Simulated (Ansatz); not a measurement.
# H2OSTe: the cost of one run

The runs use Ansatz 0.2.0, Gaussian basis; single points in def2-TZVPP.

Correlated methods freeze the cores. Filled d shells of the heavier atoms are correlated. Core potentials replace the inner electrons past krypton, and spin-orbit coupling is left out.

1 further run of the same task is left out (it didn't finish).

### 1 Starting geometry

SMILES `SO[TeH]`, 5 atoms, charge 0, spin multiplicity 1.

Atoms are counted from 1 here; the program's logs count them from 0.

Bond lengths: S1–O2 1.640 Å, S1–H4 1.362 Å, O2–Te3 2.063 Å, Te3–H5 1.606 Å. Angles: O2–S1–H4 98.8°, S1–O2–Te3 124.0°, O2–Te3–H5 92.1°.

Geometry (Å):

```xyz
5
charge 0, multiplicity 1
S    -1.3417   -0.9865   -0.0673
O    -0.3885   -0.0541    0.8874
Te    1.6674    0.0240    0.7390
H    -1.5175   -0.1165   -1.0998
H     1.6001    1.0956   -0.4559
```

### 2 PBE-D4/def2-TZVPP

The input, run/in.yaml:

```yaml
crystal:
  periodic: [false, false, false]
  atoms:
    - {symbol: S, position_ang: [-1.341671, -0.986528, -0.067264]}
    - {symbol: O, position_ang: [-0.388463, -0.054106, 0.887360]}
    - {symbol: Te, position_ang: [1.667430, 0.024023, 0.739032]}
    - {symbol: H, position_ang: [-1.517454, -0.116535, -1.099771]}
    - {symbol: H, position_ang: [1.600057, 1.095592, -0.455856]}
basis:
  gaussian: {orbitals: def2-TZVPP}
hamiltonian: {xc: pbe, dispersion: d4}
output: {forces: true}
```

Launch:

```console
$ ansatz run in.yaml --threads 2 --pin off --events-out ev --progress --plain --max-ram 3481MiB
```

What time and memory should one allow on 2 threads of Arm Neoverse V2, shared host?

About 1.6 s, with a peak of 0.16 GiB.
